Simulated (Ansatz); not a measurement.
# U-wB97X/cc-pVDZ run of GeNH3Cl (SMILES [NH2][GeH][Cl])

What is the energy change on altering one bond length of GeNH3Cl at U-wB97X/cc-pVDZ? 

The calculation is run with Ansatz 0.2.0.

72 further runs of the same task are left out: 72 set aside as unsound or not needed.

## Step 1: The structure to begin with

GeNH3Cl: 6 atoms, total charge 0, spin state doublet. SMILES: `[NH2][GeH][Cl]`. The coordinates come from a PBE0-D4/def2-TZVP relaxation. This is one conformer, not always the lowest.

Bond lengths: N1–Ge2 1.836 Å, Ge2–Cl3 2.169 Å, N1–H4 1.011 Å, N1–H5 1.011 Å, Ge2–H6 1.560 Å. Angles: N1–Ge2–Cl3 104.1°, N1–Ge2–H6 106.5°, Cl3–Ge2–H6 107.8°, Ge2–N1–H4 115.7°, Ge2–N1–H5 115.6°, H4–N1–H5 109.9°.

## Step 2: A single-point energy at U-wB97X/cc-pVDZ

molecule.yaml

```yaml
crystal:
  periodic: [false, false, false]
  atoms:
    - {symbol: N, position_ang: [-0.446300, 0.317900, -0.788300]}
    - {symbol: Ge, position_ang: [0.075400, -0.151000, 0.908100]}
    - {symbol: Cl, position_ang: [1.243000, -1.956900, 0.623300]}
    - {symbol: H, position_ang: [-0.984500, 1.171200, -0.861400]}
    - {symbol: H, position_ang: [-0.888700, -0.414300, -1.327200]}
    - {symbol: H, position_ang: [1.043200, 0.969100, 1.399300]}
basis:
  gaussian:
    orbitals: cc-pVDZ
magnetization:
  spin_polarized: true
  initial_magnetization: 1
hamiltonian:
  xc: {name: wB97X}
accuracy: high
output: {orbitals: {seedname: orbitals}}
```

The run is started by

```
$ ansatz run molecule.yaml --threads 1 --pin off --max-ram 3480MiB --events-out events.jsonl --progress --plain --runs-dir runs
```

Standard output:

```text
Warning: RAYON_NUM_THREADS=1 ignored (pool sized by the plan → 1); use --threads N
Functional definition: wB97X
  name "wB97X"
  parameter omega = 0.3/bohr
  parameter cx = 0.157706
  parameter cx1 = 0.726479
  parameter cx2 = 1.04760
  parameter cx3 = -5.70635
  parameter cx4 = 13.2794
  parameter css1 = -4.33879
  parameter css2 = 18.2308
  parameter css3 = -31.7430
  parameter css4 = 17.2901
  parameter cos1 = 2.37031
  parameter cos2 = -11.3995
  parameter cos3 = 6.58405
  parameter cos4 = -3.78132
  exchange = spin_sum(e_x_unif_sr(omega)*poly(b97_u_x, 1 - cx, cx1, cx2, cx3, cx4)) + cx*exact_x_sr(omega)
      + exact_x_lr(omega)
  correlation = spin_sum(e_c_pw_same_spin*poly(b97_u_same, 1, css1, css2, css3, css4))
      + integral(e_c_pw_opposite_spin*poly(b97_u_opposite, 1, cos1, cos2, cos3, cos4))
1672 factors; integrals over basis functions are off by at most 4.7e-9 eV
310 factors; integrals over basis functions are off by at most 2.2e-9 eV
mean field evaluation 1: about -70576.1752 eV, gradient 3.0e1 eV
mean field evaluation 2: about -70575.3871 eV, gradient 3.3e1 eV
mean field evaluation 4: about -70580.0529 eV, gradient 9.8e-1 eV
mean field evaluation 8: about -70580.1372 eV, gradient 4.3e-2 eV
mean field evaluation 16: about -70580.1372 eV, gradient 3.8e-4 eV
mean field -70580.13723090 eV, -2593.7722023001 hartree, gradient 9.8e-8 eV, S^2 0.755410; 0 other end points of the search recorded, 0 dependent functions left out
reference -70580.13722855 eV, -2593.7722022138 hartree; 30, 29 occupied and 44, 45 virtual orbitals, 1672 factors
Total energy: -70580.13722855 eV, -2593.7722022138 hartree
```

Wall time 52 s (1 thread of Arm Neoverse V1, shared host); peak memory 0.72 GiB.

## Step 3: The distorted shape, same level

molecule.yaml

```yaml
crystal:
  periodic: [false, false, false]
  atoms:
    - symbol: "N"
      position_ang: [-0.313572, 0.537573, -0.626620]
    - symbol: Ge
      position_ang: [0.208128, 0.068673, 1.069780]
    - symbol: Cl
      position_ang: [1.375728, -1.737227, 0.784980]
    - symbol: H
      position_ang: [-0.851772, 1.390873, -0.699720]
    - symbol: H
      position_ang: [-0.888700, -0.414300, -1.327200]
    - symbol: H
      position_ang: [1.175928, 1.188773, 1.560980]
basis:
  gaussian: {orbitals: cc-pVDZ}
magnetization: {spin_polarized: true, initial_magnetization: 1}
hamiltonian: {xc: {name: wB97X}}
accuracy: high
output: {orbitals: {seedname: orbitals}}
```

The run is started by

```
$ ansatz run molecule.yaml --threads 1 --pin off --max-ram 3480MiB --events-out events.jsonl --progress --plain --runs-dir runs
```

Standard output, cut to the lines that bear on the results:

```text
Warning: RAYON_NUM_THREADS=1 ignored (pool sized by the plan → 1); use --threads N
[... 2 set-up lines as earlier in the session ...]
[...]
      + exact_x_lr(omega)
[...]
      + integral(e_c_pw_opposite_spin*poly(b97_u_opposite, 1, cos1, cos2, cos3, cos4))
1677 factors; integrals over basis functions are off by at most 4.4e-9 eV
313 factors; integrals over basis functions are off by at most 2.1e-9 eV
[...]
mean field -70578.99251032 eV, -2593.7301345948 hartree, gradient 1.0e-7 eV, S^2 0.756027; 0 other end points of the search recorded, 0 dependent functions left out
reference -70578.99250792 eV, -2593.7301345068 hartree; 30, 29 occupied and 44, 45 virtual orbitals, 1677 factors
Total energy: -70578.99250792 eV, -2593.7301345068 hartree
```

Wall time 55 s (1 thread of Arm Neoverse V1, shared host); peak memory 0.72 GiB.

## Step 4: Summary of results

Level: U-wB97X/cc-pVDZ.

| quantity | value |
| --- | --- |
| first shape: total energy | -2593.77220 Eh |
| first shape: HOMO energy (highest over α and β) | -8.13 eV |
| first shape: LUMO energy (lowest over α and β) | -1.18 eV |
| first shape: ⟨S²⟩ | 0.755 |
| distorted shape: total energy | -2593.73013 Eh |
| distorted shape: HOMO energy (highest over α and β) | -8.07 eV |
| distorted shape: LUMO energy (lowest over α and β) | -1.12 eV |
| distorted shape: ⟨S²⟩ | 0.756 |
| energy change with the N1–H5 bond stretched from 1.011 to 1.314 Å | 1.145 eV |

What this shows: With the N1–H5 bond stretched from 1.011 to 1.314 Å the energy rises by 1.14 eV (110 kJ/mol). The first shape isn't relaxed at this level, so the change isn't measured from a minimum.
